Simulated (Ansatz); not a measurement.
I need a single point in a Gaussian basis of C2H9BOSi, SMILES C[SiH2]BCO. Use Ansatz 0.2.0, Python API. Use: BLYP, def2-SVP basis, multiplicity 1.

The script reads `c2h9bosi.xyz`:
```text
14

C    -1.32340   -0.30620    1.44360
Si    0.42620   -0.61990    1.09750
B     0.69320   -0.71410   -0.83260
C     0.44140    0.52920   -1.76180
O     1.16600    1.61740   -1.45010
H    -1.64840    0.72550    0.97050
H    -1.96860   -1.06630    0.99950
H    -1.50310   -0.19600    2.52020
H     0.80580   -1.87990    1.76100
H     1.25440    0.46420    1.68680
H     1.13130   -1.71520   -1.27010
H     0.58630    0.24010   -2.79440
H    -0.76380    0.78930   -1.67980
H     0.68980    2.10270   -0.66140
```

The script, `c2h9bosi_energy.py`:
```python
"""Single point of C2H9BOSi."""

from dataclasses import dataclass
from pathlib import Path
import json

import ansatz
import numpy as np
import pandas as pd


@dataclass(frozen=True)
class Settings:
    basis_set: str = "def2-SVP"
    functional: str = "blyp"


cfg = Settings()


def main() -> None:
    molecule = ansatz.Crystal.molecule_from_extxyz("c2h9bosi.xyz")

    setup = (
        molecule.calculation()
        .basis(gaussian=cfg.basis_set)
        .functional(cfg.functional)
        .forces()
        .orbitals()
    )
    done = setup.run(runs_dir="out")
    r = done.report

    print(f"E = {r['free_energy_ev']:.6f} eV = {r['free_energy_ev'] / 27.211386246:.7f} Ha")
    print("converged:", r["converged"], " doubts:", r["published_state_doubts"] or "none")

    symbols = [site.symbol for site in molecule.cartesian_sites]
    print("forces (eV/A)")
    for symbol, f in zip(symbols, r["forces_ev_ang"]):
        print(f"  {symbol:2s} {f[0]:9.4f} {f[1]:9.4f} {f[2]:9.4f}")

    charges = r["charge_distribution"]
    table = pd.DataFrame({"atom": symbols, "mulliken": charges["mulliken_charges_e"], "lowdin": charges["lowdin_charges_e"]})
    print(table.round(3).to_string())
    print("dipole (e A):", np.round(charges["dipole_moment_e_ang"], 4) + 0.0)

    lines = Path(r["orbitals_path"]).read_text().splitlines()
    field_of = lambda key: [line.split("=")[1].strip() for line in lines if line.startswith(key)]
    orbitals = [(27.211386 * float(e), s, float(n)) for e, s, n in zip(field_of("Ene="), field_of("Spin="), field_of("Occup="))]
    homo = max(e for e, _, n in orbitals if n > 0.5)
    lumo = min(e for e, _, n in orbitals if n < 0.5)
    for e, spin, n in sorted(orbitals):
        if homo - 6 < e < lumo + 5:
            print(f"{spin:6s} {e:10.3f} eV  occupation {n:.0f}")
    with open("c2h9bosi.json", "w") as handle:
        json.dump({k: r[k] for k in ("free_energy_ev", "reference_energy_ev", "n_occupied", "n_virtual")}, handle, indent=1)


if __name__ == "__main__":
    main()
```

```console
$ python c2h9bosi_energy.py
E = -12810.911702 eV = -470.7923215 Ha
converged: True  doubts: none
forces (eV/A)
  C    -1.8440    2.5619   -0.4538
  Si    1.3566   -0.2843    0.3582
  B     0.3521    0.4709   -0.1124
  C    -4.4176   -1.9991   -0.0553
  O     0.8227    4.0456    2.6296
  H     0.4139   -1.5164    0.6403
  H    -0.4306   -0.3866   -0.0100
  H    -0.2621   -0.1760    0.3516
  H     0.2359   -0.4683    0.3461
  H     0.2313    0.3348    0.2273
  H     0.1326   -0.8971   -0.5891
  H     0.2400    0.1672   -1.1210
  H     1.7646   -0.7524   -0.4403
  H     1.4047   -1.1004   -1.7711
   atom  mulliken  lowdin
0     C    -0.147  -0.080
1    Si     0.281   0.289
2     B    -0.140  -0.260
3     C     0.209  -0.015
4     O    -0.258   0.119
5     H     0.023   0.030
6     H     0.028   0.011
7     H     0.037   0.009
8     H    -0.103  -0.076
9     H    -0.096  -0.068
10    H     0.001  -0.017
11    H    -0.005  -0.016
12    H    -0.022   0.022
13    H     0.192   0.052
dipole (e A): [-0.3635  0.1023  0.0589]
Alpha     -10.908 eV  occupation 2
Alpha     -10.634 eV  occupation 2
Alpha     -10.100 eV  occupation 2
Alpha      -9.558 eV  occupation 2
Alpha      -9.056 eV  occupation 2
Alpha      -7.901 eV  occupation 2
Alpha      -7.586 eV  occupation 2
Alpha      -7.483 eV  occupation 2
Alpha      -6.285 eV  occupation 2
Alpha      -5.463 eV  occupation 2
Alpha      -2.763 eV  occupation 0
Alpha      -0.406 eV  occupation 0
Alpha       1.239 eV  occupation 0
Alpha       1.352 eV  occupation 0
Alpha       1.764 eV  occupation 0
```

File `c2h9bosi.json` afterwards:
```json
{
 "free_energy_ev": -12810.911702212967,
 "reference_energy_ev": -12810.911702212967,
 "n_occupied": [
  24,
  24
 ],
 "n_virtual": [
  95,
  95
 ]
}
```

The settings weren't tested for convergence. The geometry is a force-field or estimated start, not a minimum of this method, and the basis set is short of its limit. The Löwdin charges here are taken after orthogonalising the functions within each atom; they differ from plain Löwdin charges, and their signs can be unphysical. Alpha marks a spatial orbital of a restricted run, filled by both spins. Levels such as HOMO and LUMO are orbital energies: with these approximate functionals they aren't the ionisation energy and electron affinity, and their gap isn't the fundamental gap. Hardware and time: 4.8 s on 1 thread of Arm Neoverse V2, on a shared host, peak memory 0.26 GiB.

(A comment or docstring line of the script was reworded after the run, the code is as it ran; lines on the test bed's own set-up are left out of the output.)
